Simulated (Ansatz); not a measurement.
# FH7O4W: the cost of one run

All numbers below are computed with Ansatz 0.2.0 (RKS B3LYP-D4/def2-SVP).

## 1. The system as given

Bond lengths: W1–F2 2.200 Å, W1–O3 1.940 Å, O3–H4 1.010 Å, W1–O5 1.940 Å, O5–H6 1.010 Å, W1–O7 1.940 Å, O7–H8 1.010 Å, W1–H9 1.720 Å, W1–O10 1.940 Å, O10–H11 1.010 Å, W1–H12 2.020 Å, W1–H13 2.156 Å. Angles (14 of 32 angles, heavy atoms first): F2–W1–O3 90.0°, F2–W1–O5 90.0°, F2–W1–O7 90.0°, F2–W1–O10 180.0°, O3–W1–O5 90.0°, O3–W1–O7 180.0°, O3–W1–O10 90.0°, O5–W1–O7 90.0°, O5–W1–O10 90.0°, O7–W1–O10 90.0°, F2–W1–H9 90.0°, F2–W1–H12 71.6°, F2–W1–H13 40.9°, O3–W1–H9 90.0°.

As a file:

```xyz
13

W     0.0000    0.0000    0.0000
F     0.0000    0.0000    2.2000
O     1.9400    0.0000    0.0000
H     2.2771   -0.9519   -0.0197
O     0.0000    1.9400    0.0000
H    -0.6343    2.2771   -0.7100
O    -1.9400    0.0000    0.0000
H    -2.2771   -0.1263    0.9437
H     0.0000   -1.7200    0.0000
O     0.0000    0.0000   -1.9400
H     0.5278    0.7924   -2.2771
H     1.3275    1.3829    0.6370
H     0.9769    1.0177    1.6302
```

## 2. Pulling towards end A

Springs on the bonds that form and break draw the guess towards this end; the thresholds are loose.

Contents of input.yaml:

```yaml
crystal:
  periodic: [false, false, false]
  atoms:
    - { symbol: W, position_ang: [0.0, 0.0, 0.0] }
    - { symbol: F, position_ang: [0.0, 0.0, 2.2] }
    - { symbol: O, position_ang: [1.94, 0.0, 0.0] }
    - { symbol: H, position_ang: [2.2771, -0.9519, -0.0197] }
    - { symbol: O, position_ang: [0.0, 1.94, 0.0] }
    - { symbol: H, position_ang: [-0.6343, 2.2771, -0.71] }
    - { symbol: O, position_ang: [-1.94, 0.0, 0.0] }
    - { symbol: H, position_ang: [-2.2771, -0.1263, 0.9437] }
    - { symbol: H, position_ang: [0.0, -1.72, 0.0] }
    - { symbol: O, position_ang: [0.0, 0.0, -1.94] }
    - { symbol: H, position_ang: [0.5278, 0.7924, -2.2771] }
    - { symbol: H, position_ang: [1.3275, 1.3829, 0.637] }
    - { symbol: H, position_ang: [0.9769, 1.0177, 1.6302] }
basis:
  gaussian: { orbitals: def2-SVP }
hamiltonian:
  xc: b3lyp
  dispersion: d4
relax:
  f_tol: 0.15
  max_steps: 25
  restrain:
    - { distance: [0, 11], at: 2.92, k: 30.0 }
    - { distance: [12, 1], at: 2.12, k: 30.0 }
    - { distance: [0, 1], at: 1.85, k: 30.0 }
    - { distance: [12, 11], at: 0.66, k: 30.0 }
```

On the command line:

```bash
> ansatz run input.yaml --threads 4 --pin off --max-ram 5120MiB --backend cpu --events-out ev --progress --plain --runs-dir out
```

What time and memory should one allow on 4 threads of Arm Neoverse V1, shared host?

About 74 s, with a peak of 0.4 GiB.
